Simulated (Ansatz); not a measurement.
# CHClFNSn, SMILES N#[C][SnH]([F])[Cl]: harmonic frequencies at the relaxed geometry

Program: Ansatz 0.2.0, Python API.

The script reads `chclfnsn.xyz`:
```text
6

N     1.99410   -1.65920    0.94110
C     1.08470   -0.93370    0.55840
Sn   -0.49490    0.30720   -0.12440
F    -1.83720   -0.77880   -0.80350
Cl    0.34340    1.70500   -1.83750
H    -1.04800    1.29550    1.21980
```

`freq_chclfnsn.py`
```python
# -*- coding: utf-8 -*-
"""Harmonic frequencies of CHClFNSn at its relaxed geometry."""

from dataclasses import dataclass

import ansatz as az
import numpy as np


@dataclass
class Options:
    basis_set: str = "def2-SVP"
    functional: str = "CAM-B3LYP"


settings = Options()

geometry = az.Crystal.molecule_from_extxyz("chclfnsn.xyz")

calculation = (
    geometry.calculation()
    .basis(gaussian=settings.basis_set)
    .functional(settings.functional)
)
symbols = [site.symbol for site in geometry.cartesian_sites]
start = np.array([site.position_ang for site in geometry.cartesian_sites], dtype=float)
rep = calculation.relax(force_tolerance=0.003, max_steps=100).run(threads=1, backend="cpu").report
end = np.array(rep["positions_ang"])

print("final positions (A) and the move of each atom")
for symbol, xyz, old in zip(symbols, end, start):
    print(f"{symbol:2s} {xyz[0]:10.5f} {xyz[1]:10.5f} {xyz[2]:10.5f}   {np.linalg.norm(xyz - old):7.4f}")

# same settings at the minimum
minimum = az.Crystal.molecule()
for symbol, xyz in zip(symbols, end):
    minimum = minimum.atom(symbol, xyz.tolist())
vibrating = minimum.calculation()
vibrating = vibrating.basis(gaussian=settings.basis_set)
vibrating = vibrating.functional(settings.functional)
vibrating = vibrating.phonons(temperatures=(200, 600, 100))
vib = vibrating.run(threads=1, backend="cpu").report["vibrations"]
sums = vib["harmonic_sums"]
modes = [m["omega_inv_cm"] for m in sums["modes_at_gamma"] if m["rigid_motion"] == "no"]
for number, w in enumerate(modes, start=1):
    print(f"mode {number:2d} {w:9.1f} 1/cm {w / 8065.544 * 1000:8.2f} meV")
print("imaginary modes:", sum(w < 0 for w in modes), " zero-point energy:", round(sums["zero_point_energy_ev"], 4), "eV")
print("T (K)   F_vib (eV)   S_vib (meV/K)   C_vib (meV/K)")
for row in zip(sums["temperatures_k"], sums["vibrational_free_energy_ev"], vib["entropy_ev_per_k"], vib["heat_capacity_ev_per_k"]):
    print(f"{row[0]:6.1f} {row[1]:11.4f} {1000 * row[2]:13.4f} {1000 * row[3]:15.4f}")
```

```console
$ python freq_chclfnsn.py
final positions (A) and the move of each atom
N     1.94524   -1.63590    0.88998    0.0744
C     1.09573   -0.93808    0.53587    0.0255
Sn   -0.44414    0.36366   -0.05871    0.1004
F    -1.80179   -0.77681   -0.78980    0.0380
Cl    0.35093    1.63993   -1.81793    0.0684
H    -1.10388    1.28321    1.19449    0.0626
mode  1      87.4 1/cm    10.84 meV
mode  2     120.8 1/cm    14.97 meV
mode  3     154.0 1/cm    19.09 meV
mode  4     285.4 1/cm    35.39 meV
mode  5     292.3 1/cm    36.24 meV
mode  6     404.0 1/cm    50.09 meV
mode  7     439.0 1/cm    54.43 meV
mode  8     577.6 1/cm    71.62 meV
mode  9     583.5 1/cm    72.35 meV
mode 10     668.8 1/cm    82.91 meV
mode 11    2039.7 1/cm   252.89 meV
mode 12    2375.6 1/cm   294.53 meV
imaginary modes: 0  zero-point energy: 0.4977 eV
T (K)   F_vib (eV)   S_vib (meV/K)   C_vib (meV/K)
 200.0      0.4613        0.4376          0.5124
 300.0      0.4053        0.6755          0.6556
 400.0      0.3274        0.8759          0.7347
 500.0      0.2311        1.0456          0.7852
 600.0      0.1191        1.1922          0.8227
```

Caveats:
- The frequencies are harmonic and unscaled, in a modest basis. The result belongs to the one conformer reached from this start, and soft torsions count as harmonic oscillators.
- def2 sets replace the cores of elements past krypton by effective core potentials.
- Wall time of the script: 110 s on 1 thread of Intel(R) Xeon(R) 6975P-C (Granite Rapids), on a shared host, peak memory 0.32 GiB.

(A comment or docstring line of the script was reworded after the run, the code is as it ran; lines on the test bed's own set-up are left out of the output.)
